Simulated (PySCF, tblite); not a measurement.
# C7H13N: geometry, infrared bands and NMR shifts

What infrared bands and NMR shifts should C7H13N (`C=C[C@@H](C)C1CNC1`) show?

Programs: tblite 0.8.0 and PySCF 2.14.0, with density-fitted response routines of our own. Each step states its level of theory. These are calculated values for one molecule in the gas phase, unless marked as measured. Atoms are numbered from 0 throughout.

### Step 1. The molecule as given

21 atoms, charge 0, multiplicity 1; geometry from: force field or distance geometry start.

Bonds of the start (Å): C0–C1 1.33, C1–C2 1.53, C2–C3 1.52, C2–C4 1.52, C4–C5 1.54, C5–N6 1.49, N6–C7 1.48, C7–C4 1.56, C0–H8 1.09, C0–H9 1.09, C1–H10 1.09, C2–H11 1.10, C3–H12 1.11, C3–H13 1.11, C3–H14 1.09, C4–H15 1.10, C5–H16 1.10, C5–H17 1.10, N6–H18 1.02, C7–H19 1.09, C7–H20 1.10.

### Step 2. Optimising the geometry with GFN2-xTB

What the job is given:

```
{"job": {"kind": "relax", "xc": "GFN2-xTB", "basis": "xTB"}, "charge": 0, "multiplicity": 1}
C     -2.179100     1.707900    -0.497300
C     -1.631800     0.513700    -0.694100
C     -0.694100    -0.157800     0.310300
C     -1.286700    -1.486000     0.747600
C      0.648100    -0.375500    -0.359400
C      1.825200    -0.776200     0.550100
N      2.702900     0.080500    -0.287900
C      1.520100     0.886200    -0.645100
H     -2.841600     2.135300    -1.244900
H     -2.011600     2.291600     0.406500
H     -1.847700    -0.033500    -1.606200
H     -0.585900     0.479500     1.194400
H     -2.273600    -1.357400     1.231600
H     -0.627300    -1.977000     1.487200
H     -1.404400    -2.177800    -0.083400
H      0.574200    -1.030400    -1.235600
H      1.749100    -0.428900     1.594300
H      2.089700    -1.843000     0.549500
H      3.422500     0.589300     0.230600
H      1.510200     1.240700    -1.676400
H      1.332800     1.735700     0.027600
```

Launch:

```console
$ OMP_NUM_THREADS=1 python probes_run.py task.json out
```

The driver reads the jobs from task.json and runs them one after another.

Output:

```text
step      E/eV     max force
  0    -666.05937    1.243
  1    -666.13065    0.579
  2    -666.15189    0.427
  3    -666.16393    0.309
  4    -666.16974    0.157
  5    -666.17368    0.151
  6    -666.17671    0.141
  7    -666.17980    0.151
  8    -666.18221    0.154
  9    -666.18401    0.113
 10    -666.18551    0.096
 11    -666.18693    0.101
 12    -666.18820    0.098
 13    -666.18939    0.109
 14    -666.19075    0.133
 15    -666.19248    0.149
 16    -666.19436    0.137
 17    -666.19610    0.102
 18    -666.19776    0.096
 19    -666.19961    0.129
 20    -666.20177    0.123
 21    -666.20369    0.102
 22    -666.20497    0.077
 23    -666.20595    0.070
 24    -666.20681    0.077
 25    -666.20745    0.055
 26    -666.20792    0.038
 27    -666.20835    0.045
 28    -666.20885    0.060
 29    -666.20944    0.060
 30    -666.21000    0.061
 31    -666.21045    0.059
 32    -666.21087    0.052
 33    -666.21134    0.051
 34    -666.21180    0.057
 35    -666.21215    0.044
 36    -666.21240    0.037
 37    -666.21266    0.034
 38    -666.21298    0.045
 39    -666.21328    0.036
 40    -666.21348    0.038
 41    -666.21360    0.031
 42    -666.21369    0.025
 43    -666.21378    0.020
 44    -666.21383    0.018
 45    -666.21387    0.015
 46    -666.21390    0.013
 47    -666.21394    0.011
 48    -666.21397    0.012
 49    -666.21398    0.009
```

Wall time 0.51 s (1 thread of Arm Neoverse N1, shared host); peak memory 0.18 GiB.

Relaxation path: (not every step is listed)

| step | energy from step 0 (eV) | largest force (eV/Å) |
| --- | --- | --- |
| 0 | 0.0000 | 1.2426 |
| 1 | -0.0713 | 0.5791 |
| 2 | -0.0925 | 0.4273 |
| 3 | -0.1046 | 0.3091 |
| 4 | -0.1104 | 0.1567 |
| 5 | -0.1143 | 0.1513 |
| 6 | -0.1173 | 0.1411 |
| 7 | -0.1204 | 0.1515 |
| 8 | -0.1228 | 0.1544 |
| 11 | -0.1276 | 0.1008 |
| 14 | -0.1314 | 0.1330 |
| 17 | -0.1367 | 0.1021 |
| 20 | -0.1424 | 0.1235 |
| 23 | -0.1466 | 0.0703 |
| 26 | -0.1486 | 0.0384 |
| 29 | -0.1501 | 0.0601 |
| 32 | -0.1515 | 0.0520 |
| 35 | -0.1528 | 0.0437 |
| 38 | -0.1536 | 0.0453 |
| 41 | -0.1542 | 0.0311 |
| 44 | -0.1545 | 0.0177 |
| 45 | -0.1545 | 0.0146 |
| 46 | -0.1545 | 0.0134 |
| 47 | -0.1546 | 0.0111 |
| 48 | -0.1546 | 0.0122 |
| 49 | -0.1546 | 0.0094 |

Close pairs (by a distance rule), those that changed most:

| bond | before (Å) | after (Å) | change (Å) |
| --- | --- | --- | --- |
| C1–C2 | 1.529 | 1.499 | -0.030 |
| C4–C7 | 1.560 | 1.537 | -0.023 |
| C5–N6 | 1.485 | 1.465 | -0.020 |
| C3–H12 | 1.107 | 1.088 | -0.019 |
| C3–H13 | 1.106 | 1.087 | -0.018 |
| C2–C3 | 1.519 | 1.531 | +0.012 |
| C2–C4 | 1.516 | 1.527 | +0.011 |
| C0–H9 | 1.089 | 1.078 | -0.011 |

The next job starts from the end point, and lists it.

### Step 3. Harmonic vibrations with GFN2-xTB

What the job is given:

```
{"job": {"kind": "ir", "xc": "GFN2-xTB", "basis": "xTB"}, "charge": 0, "multiplicity": 1}
C     -2.165891     1.710349    -0.470878
C     -1.612916     0.527711    -0.660399
C     -0.681834    -0.145215     0.302981
C     -1.282980    -1.470063     0.778266
C      0.664867    -0.387215    -0.374180
C      1.842765    -0.823424     0.513547
N      2.683378     0.188065    -0.131811
C      1.513152     0.848576    -0.715771
H     -2.831215     2.154513    -1.191994
H     -1.979281     2.287627     0.420360
H     -1.819004    -0.033097    -1.562837
H     -0.531926     0.506488     1.170883
H     -2.239844    -1.296455     1.265213
H     -0.615471    -1.958314     1.484277
H     -1.441365    -2.138266    -0.065055
H      0.539174    -1.045265    -1.234381
H      1.654543    -0.656995     1.581040
H      2.219934    -1.838319     0.371146
H      3.257435     0.753283     0.483523
H      1.643386     1.083720    -1.773839
H      1.174171     1.749239    -0.190561
```

Output:

```text
mode    cm-1     km/mol
  1      57.5      0.07
  2      71.5      0.59
  3     118.8      3.52
  4     173.6      0.48
  5     204.2      0.09
  6     276.7      0.81
  7     278.0      0.53
  8     396.7      0.23
  9     421.9      1.02
 10     469.2      0.46
 11     651.3      1.65
 12     694.4     38.06
 13     812.9     37.67
 14     887.2      3.21
 15     896.1     16.80
 16     898.4      4.32
 17     938.3      3.12
 18     979.9      3.10
 19    1004.0      6.56
 20    1024.4     14.03
 21    1028.2      2.10
 22    1055.3      0.55
 23    1085.0      0.54
 24    1094.6     17.19
 25    1100.5     10.49
 26    1123.9     11.11
 27    1160.1      8.25
 28    1173.6      0.81
 29    1191.2      0.09
 30    1224.6      3.70
 31    1243.5      5.54
 32    1247.2      3.67
 33    1274.5      2.25
 34    1289.8      1.08
 35    1308.4     17.89
 36    1312.5      0.78
 37    1350.9      0.01
 38    1407.2      1.91
 39    1421.9      1.23
 40    1482.4      5.64
 41    1491.6      2.44
 42    1498.6      2.38
 43    1500.5      2.69
 44    1718.9      9.82
 45    2887.3     51.62
 46    2894.6     76.47
 47    2931.3     45.80
 48    2958.2     28.96
 49    2964.2     73.25
 50    2982.2     60.36
 51    3034.1     34.67
 52    3034.6     40.00
 53    3040.9     24.87
 54    3056.0     47.45
 55    3095.0     26.80
 56    3120.1     60.49
 57    3378.0     25.54
```

Wall time 1.1 s (1 thread of Arm Neoverse N1, shared host); peak memory 0.18 GiB.

Which atoms move in the most intense modes:

| cm⁻¹ | km/mol | atoms |
| --- | --- | --- |
| 2887 | 51.6 | H16 84 % |
| 2895 | 76.5 | H20 83 % |
| 2931 | 45.8 | H11 92 % |
| 2964 | 73.2 | H19 80 % |
| 2982 | 60.4 | H15 85 % |
| 3035 | 40.0 | H12 51 %, H13 39 % |
| 3056 | 47.5 | H10 89 % |
| 3120 | 60.5 | H8 64 %, H9 24 % |

### Step 4. Nuclear shieldings: PBE0/pcSseg-1

Same as in step 3 but for these lines:

```diff
@@ -1,2 +1,2 @@
-{"job": {"kind": "ir", "xc": "GFN2-xTB", "basis": "xTB"}, "charge": 0, "multiplicity": 1}
+{"job": {"kind": "nmr", "xc": "PBE0", "basis": "pcSseg-1"}, "charge": 0, "multiplicity": 1}
 C     -2.165891     1.710349    -0.470878
```

With the program's defaults for keys left out, this is: GIAO PBE0/pcSseg-1 NMR shielding, non-relativistic, gas phase.

Output:

```text
coarse grid: 16728 points
cycle   1  E = -328.7168604206  dE =  9.640e-01  |g| = 4.435e-01  |ddm| = 3.966e+00
cycle   2  E = -328.7147797873  dE =  2.081e-03  |g| = 4.730e-01  |ddm| = 8.727e-01
cycle   3  E = -328.7699802912  dE = -5.520e-02  |g| = 5.610e-02  |ddm| = 4.604e-01
cycle   4  E = -328.7704501365  dE = -4.698e-04  |g| = 2.781e-02  |ddm| = 6.059e-02
cycle   5  E = -328.7706168770  dE = -1.667e-04  |g| = 7.076e-03  |ddm| = 2.468e-02
cycle   6  E = -328.7706264890  dE = -9.612e-06  |g| = 3.178e-03  |ddm| = 7.219e-03
cycle   7  E = -328.7706289465  dE = -2.458e-06  |g| = 3.301e-04  |ddm| = 2.841e-03
final grid: 159288 points
cycle   8  E = -328.8190236715  dE = -5.349e-05  |g| = 9.578e-03  |ddm| = 3.700e-02
cycle   9  E = -328.8190155262  dE =  8.145e-06  |g| = 1.119e-02  |ddm| = 1.968e-02
cycle  10  E = -328.8190474421  dE = -3.192e-05  |g| = 1.353e-03  |ddm| = 1.115e-02
cycle  11  E = -328.8190478806  dE = -4.385e-07  |g| = 3.177e-04  |ddm| = 1.307e-03
cycle  12  E = -328.8190479032  dE = -2.260e-08  |g| = 1.048e-04  |ddm| = 2.934e-04
cycle  13  E = -328.8190479056  dE = -2.480e-09  |g| = 2.543e-05  |ddm| = 1.114e-04
cycle  14  E = -328.8190479058  dE = -1.563e-10  |g| = 4.130e-06  |ddm| = 2.710e-05
converged SCF energy = -328.8190479058

GIAO shielding tensors (ppm)
atom      isotropic    diamagn.    paramagn.     s11        s22        s33       span
  0 C       66.855     253.785    -186.930    -43.705     86.342    157.928    201.633
  1 C       35.043     256.995    -221.952    -86.595     45.902    145.823    232.419
  2 C      134.202     243.903    -109.701    118.321    135.861    148.425     30.103
  3 C      166.657     247.304     -80.646    152.217    161.920    185.835     33.618
  4 C      146.014     247.567    -101.553    132.467    147.915    157.660     25.194
  5 C      131.093     248.394    -117.301    110.788    121.801    160.690     49.902
  6 N      243.099     323.581     -80.483    196.264    258.135    274.897     78.633
  7 C      130.750     247.373    -116.623    108.958    121.702    161.590     52.632
  8 H       26.569      28.850      -2.281     23.568     25.343     30.796      7.228
  9 H       26.401      32.208      -5.807     22.746     25.729     30.728      7.982
 10 H       26.012      32.484      -6.472     23.418     25.474     29.145      5.728
 11 H       29.777      34.258      -4.481     28.125     28.809     32.396      4.271
 12 H       30.774      29.687       1.086     26.467     28.394     37.460     10.993
 13 H       30.651      30.762      -0.110     26.019     29.664     36.271     10.252
 14 H       31.090      30.747       0.343     27.396     29.055     36.819      9.423
 15 H       29.366      33.019      -3.653     25.852     29.718     32.528      6.676
 16 H       28.188      32.104      -3.916     24.959     28.613     30.991      6.033
 17 H       27.904      29.997      -2.093     23.927     26.758     33.026      9.099
 18 H       31.594      32.393      -0.799     24.580     28.570     41.634     17.054
 19 H       28.082      30.284      -2.202     24.054     27.021     33.172      9.118
 20 H       28.219      32.339      -4.120     24.874     28.676     31.106      6.232
```

It took 68 s on 1 thread of Arm Neoverse N1, shared host; peak memory 0.9 GiB.

The references, computed at this level on geometries of the same kind, shield at (ppm): 1H TMS 31.72, 13C TMS 186.9, 15N NH3 267.7. Their shielding less the atom's gives the shift. The references are single molecules in the gas phase, so shifts against H2O, NH3, PH3, H3PO4 or CFCl3 are not on the usual liquid scales and can be off by tens of ppm. Atoms listed in one row are averaged.

| atoms | environment | σ (ppm) | δ (ppm) | δ scaled to CDCl3 |
| --- | --- | --- | --- | --- |
| C1 | alkene CH | 35.0 | 151.9 | 146.3 |
| C0 | terminal =CH2 carbon | 66.9 | 120.1 | 115.3 |
| C7 | sp3 CH2 bonded to N | 130.7 | 56.2 | 52.9 |
| C5 | sp3 CH2 bonded to N | 131.1 | 55.8 | 52.6 |
| C2 | allylic sp3 CH | 134.2 | 52.7 | 49.5 |
| C4 | sp3 CH in a ring | 146.0 | 40.9 | 38.0 |
| C3 | methyl carbon | 166.7 | 20.3 | 17.9 |
| H10 | hydrogen on an alkene CH | 26.01 | 5.70 | 5.48 |
| H9 | hydrogen on a terminal =CH2 carbon | 26.40 | 5.32 | 5.12 |
| H8 | hydrogen on a terminal =CH2 carbon | 26.57 | 5.15 | 4.96 |
| H17 | hydrogen on an sp3 CH2 bonded to N | 27.90 | 3.81 | 3.70 |
| H19 | hydrogen on an sp3 CH2 bonded to N | 28.08 | 3.63 | 3.53 |
| H16 | hydrogen on an sp3 CH2 bonded to N | 28.19 | 3.53 | 3.43 |
| H20 | hydrogen on an sp3 CH2 bonded to N | 28.22 | 3.50 | 3.40 |
| H15 | hydrogen on an sp3 CH in a ring | 29.37 | 2.35 | 2.32 |
| H11 | hydrogen on an allylic sp3 CH | 29.78 | 1.94 | 1.93 |
| H12, H13, H14 | hydrogen on a methyl carbon | 30.84 | 0.88 | 0.93 |
| H18 | hydrogen on an amine nitrogen | 31.59 | 0.12 | – |
| N6 | amine nitrogen | 243.1 | 24.6 | – |

The scaled column applies a straight-line fit of computed shieldings to shifts measured in CDCl3 (root-mean-square error 0.16 ppm for H, 1.9 ppm for C).

The run also stored atomic charges by several schemes (e):

| atoms | Mulliken | IAO | Hirshfeld | ESP fit |
| --- | --- | --- | --- | --- |
| C0 | -0.13 | -0.33 | -0.11 | -0.46 |
| C1 | -0.16 | -0.13 | -0.03 | -0.21 |
| C2 | -0.28 | -0.10 | -0.02 | 0.21 |
| C3 | -0.18 | -0.42 | -0.12 | -0.44 |
| C4 | -0.36 | -0.12 | -0.02 | -0.36 |
| C5 | 0.07 | -0.15 | -0.03 | 0.38 |
| N6 | -0.50 | -0.43 | -0.19 | -0.82 |
| C7 | 0.09 | -0.15 | -0.03 | 0.33 |

Mayer bond orders: C0–C1 1.99, C1–C2 0.99, C2–C3 1.03, C2–C4 0.95, C4–C5 1.00, C5–N6 0.98, N6–C7 0.97, C7–C4 1.00.

Ring of atoms C4, C5, N6, C7: NICS(0) -0.9, NICS(1) 0.6, NICS(1)zz 3.8 ppm (means of both faces).

Orbitals, density, ELF and potential are computed afterwards from the orbital file.

Frontier orbitals at PBE0/pcSseg-1, with the share of their density that lies nearest to each atom:

| orbital | energy (eV) | lies on |
| --- | --- | --- |
| HOMO | -6.26 | N6 62 %; H18, H20 about 7 % each |
| LUMO | 0.41 | C0, C1 about 30 % each; H8, H9, H10 about 9 % each |

ELF in a plane through or near 7 of the atoms.

Ten even steps from ' ' (0.00) to '@' (1.00):
```
                                                        
                                                        
                                                        
                                                        
                    ..--==--      ........----..        
                    ==%%@@%%..  ..------**%%@@**        
          ::==--..--##@@@@@@..  --++**++%%@@@@%%::      
        ..**%%%%**##++##%%==    --******::%%%%++..      
        ..++%%**==##======..  ..--**##--==**==..        
          ..==**%%**..::======++##++**%%%%**==..        
            ..====..++**++##----==**==++****==          
            ::++++::++==::--++**##::      ..            
          ..==####++==..  ..**%%##++--..                
            ==++==..    ::##%%..::@@@@@@++              
              ..      ..@@@@@@%%**@@@@@@%%              
                      ::@@@@@@##--**@@%%==              
                        ++%%##::    ....                
                                                        
                                                        
                                                        
```
The map spans 11.8 Å across and 10.2 Å up, centred on the molecule. Atoms in the plane (x, y in Å): C0 (2.5, 1.2), C2 (0.6, -0.4), C3 (0.9, -1.9), C5 (-2.0, -0.5), H12 (1.8, -2.2), H13 (0.1, -2.5), H20 (-0.8, 1.9).

On the surface of density 0.002 e/bohr³ the electrostatic potential runs, from the 1st to the 99th percentile, from -1.68 V near N6 to 1.12 V near H18.

### Step 5. Results

```
                                                              quantity                                                                 value
                             strongest single infrared mode (GFN2-xTB)                                                  2895 cm⁻¹, 76 km/mol
                                          zero-point energy (GFN2-xTB)                                                        116.4 kcal/mol
                                13C shifts against TMS (PBE0/pcSseg-1)                        151.9, 120.1, 56.2, 55.8, 52.7, 40.9, 20.3 ppm
1H shifts against TMS (PBE0/pcSseg-1, means over atoms taken as alike)  5.70, 5.32, 5.15, 3.81, 3.63, 3.53, 3.50, 2.35, 1.94, 0.88, 0.12 ppm
                                15N shifts against NH3 (PBE0/pcSseg-1)                                                              24.6 ppm
                                 surface potential, 1st and 99th percentile                                                    -1.68 V and 1.12 V
```

**Reading.** Relaxing lowered the energy by 0.155 eV in 49 steps; the close pair that moved most is C1–C2, from 1.529 to 1.499 Å. No mode is imaginary among the 57: a minimum at this level. The strongest single mode, at 2895 cm⁻¹, moves mainly H20. Unscaled tight-binding wavenumbers are off by several per cent, some by more. Its intensities can rank the bands wrongly. C1 (alkene CH) lies farthest downfield among carbon, at 151.9 ppm; as expected for a trigonal carbon in a double bond. The most deshielded hydrogen is H10 (hydrogen on an alkene CH), at 5.70 ppm: a vinylic proton, deshielded by the sp2 carbon and the C=C anisotropy. At PBE0/pcSseg-1: The largest span, 232 ppm, is at C1, where the paramagnetic term is -222 ppm.
